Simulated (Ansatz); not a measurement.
# CH3BrO2Si2: the cost of one run

Method: RKS PBE0-D4/def2-SVP, in Ansatz 0.2.0.

## (1) The system as given

Bond lengths: O1–C2 1.173 Å, C2–Si3 1.755 Å, Si3–O4 1.748 Å, C2–Si5 1.782 Å, O4–Si5 1.730 Å, Si5–Br6 2.229 Å, Si3–H7 1.501 Å, Si3–H8 1.484 Å, Si5–H9 1.436 Å. Angles (14 of 16 angles, heavy atoms first): O1–C2–Si3 133.3°, O1–C2–Si5 139.1°, Si3–C2–Si5 87.6°, C2–Si3–O4 91.6°, Si3–O4–Si5 89.5°, C2–Si5–O4 91.3°, C2–Si5–Br6 114.2°, O4–Si5–Br6 108.3°, C2–Si3–H7 118.3°, C2–Si3–H8 118.9°, O4–Si3–H7 105.9°, O4–Si3–H8 106.6°, C2–Si5–H9 119.9°, O4–Si5–H9 109.2°.

As a file:

```xyz
9

O    -2.0913   -0.6419   -0.5385
C    -0.9968   -0.3125   -0.2767
Si    0.3554   -1.1297    0.4871
O     1.3855    0.2659    0.2721
Si    0.0815    1.0866   -0.5149
Br   -0.4573    2.8729    0.7038
H     1.0212   -2.2511   -0.2554
H     0.3004   -1.3957    1.9461
H     0.4899    1.4592   -1.8407
```

## (2) Relaxing end A

The input, input.yaml:

```yaml
crystal:
  periodic: [false, false, false]
  atoms:
    - { symbol: O, position_ang: [-2.0913, -0.6419, -0.5385] }
    - { symbol: C, position_ang: [-0.9968, -0.3125, -0.2767] }
    - { symbol: Si, position_ang: [0.3554, -1.1297, 0.4871] }
    - { symbol: O, position_ang: [1.3855, 0.2659, 0.2721] }
    - { symbol: Si, position_ang: [0.0815, 1.0866, -0.5149] }
    - { symbol: Br, position_ang: [-0.4573, 2.8729, 0.7038] }
    - { symbol: H, position_ang: [1.0212, -2.2511, -0.2554] }
    - { symbol: H, position_ang: [0.3004, -1.3957, 1.9461] }
    - { symbol: H, position_ang: [0.4899, 1.4592, -1.8407] }
basis:
  gaussian: { orbitals: def2-SVP }
hamiltonian:
  xc: pbe0
  dispersion: d4
relax:
  f_tol: 0.02
  max_steps: 50
```

Command:

```bash
$ ansatz run input.yaml --threads 2 --pin off --max-ram 3072MiB --backend cpu --events-out ev --progress --plain --runs-dir out
```

Q: Estimate wall time and peak memory on 2 threads of Intel Xeon Platinum 8488C (Sapphire Rapids), shared host.

About 34 s, with a peak of 0.36 GiB.
